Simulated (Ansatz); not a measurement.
# Si3GeO8: the cost of one run

Computed with Ansatz 0.2.0 (DFT PBE, scalar-relativistic, plane waves, PAW, unless a step's input says otherwise).

1 further run of the same task is left out (set aside as unsound or not needed). Runs told in other sessions of the task aren't counted.

### 1 The structure to begin with

It takes space group P-4m2 (No. 115, tetragonal). Conventional cell: a = 5.361 Å, b = 5.361 Å, c = 7.618 Å, α = 90.00°, β = 90.00°, γ = 90.00°. Around Si (site symmetry -4m2) lie 4 O at 1.62 Å. Si (site symmetry 2mm) has 4 O at 1.61 to 1.62 Å in its first shell of neighbours. Ge (site symmetry -4m2) is surrounded by 4 O at 1.72 Å. Around O (site symmetry m) lie 2 Si at 1.62 Å. O (site symmetry m) has 1 Si at 1.61 Å and 1 Ge at 1.72 Å in its first shell of neighbours.

As a file:

```cif
data_structure
_symmetry_space_group_name_H-M 'P 1'
_symmetry_Int_Tables_number 1
_cell_length_a 5.3609
_cell_length_b 5.3609
_cell_length_c 7.6176
_cell_angle_alpha 90.000
_cell_angle_beta 90.000
_cell_angle_gamma 90.000
_cell_volume 218.93
loop_
_atom_site_label
_atom_site_type_symbol
_atom_site_fract_x
_atom_site_fract_y
_atom_site_fract_z
_atom_site_occupancy
Si1 Si 0.00000 0.00000 0.00000 1
Si2 Si 0.50000 0.00000 0.23953 1
Si3 Si 0.00000 0.50000 0.76047 1
Ge1 Ge 0.50000 0.50000 0.50000 1
O1 O 0.74946 0.00000 0.11922 1
O2 O 0.24325 0.50000 0.63636 1
O3 O 0.50000 0.24325 0.36364 1
O4 O 0.00000 0.74946 0.88078 1
O5 O 0.50000 0.75675 0.36364 1
O6 O 0.00000 0.25054 0.88078 1
O7 O 0.25054 0.00000 0.11922 1
O8 O 0.75675 0.50000 0.63636 1
```

It is the end of an earlier relaxation with the same method, from a generated guess; it is a trial structure. At a tolerance of 0.02 Å it has space group P-4m2 (No. 115); it has 18.24 Å³/atom, an uncorrected energy of -2.44 eV/atom over the elements.

### 2 Electronic structure at the relaxed geometry

File input.yaml:

```yaml
crystal:
  lattice:
    - [5.3609461, 0.0, 0.0]
    - [0.0, 5.3609461, 0.0]
    - [0.0, 0.0, 7.6175512]
  atoms:
    - { symbol: Si, position: [0.0, 0.0, 0.0] }
    - { symbol: Si, position: [0.5, 0.0, 0.239531] }
    - { symbol: Si, position: [0.0, 0.5, 0.760469] }
    - { symbol: Ge, position: [0.5, 0.5, 0.5] }
    - { symbol: O, position: [0.749464, 0.0, 0.119217] }
    - { symbol: O, position: [0.243252, 0.5, 0.63636] }
    - { symbol: O, position: [0.5, 0.243252, 0.36364] }
    - { symbol: O, position: [0.0, 0.749464, 0.880783] }
    - { symbol: O, position: [0.5, 0.756748, 0.36364] }
    - { symbol: O, position: [0.0, 0.250536, 0.880783] }
    - { symbol: O, position: [0.250536, 0.0, 0.119217] }
    - { symbol: O, position: [0.756748, 0.5, 0.63636] }
basis:
  ecutwfc: 420
kpoints:
  mp_grid: { grid: [4, 4, 4] }
  band_path:
    path:
      - [[0.0, 0.0, 0.0], [0.0, 0.5, 0.0], [0.5, 0.5, 0.0], [0.0, 0.0, 0.0], [0.0, 0.0, 0.5], [0.0, 0.5, 0.5], [0.5, 0.5, 0.5], [0.0, 0.0, 0.5]]
      - [[0.0, 0.5, 0.0], [0.0, 0.5, 0.5]]
      - [[0.5, 0.5, 0.0], [0.5, 0.5, 0.5]]
    npoints: 10
hamiltonian:
  xc: pbe
scf:
  occupations: { method: gaussian, width: 0.02 }
  n_extra_bands: 30
output:
  forces: true
  stress: true
  eigenvalues: true
  populations: true
  dos: { projected: true, de: 0.02, nscf_kmesh: { grid: [6, 6, 6] } }
  bader: false
  write_density: true
  write_potential: true
  elf: true
  volumetric_format: npy
```

The run is started by

```bash
$ ansatz run input.yaml --threads 4 --pin off --max-ram 8192MiB --backend cpu --events-out ev --progress --plain --runs-dir out
```

What time and memory should one allow on 4 threads of AMD EPYC 9R45 (Zen 5), shared host?

About 11 s, with a peak of 1.2 GiB.
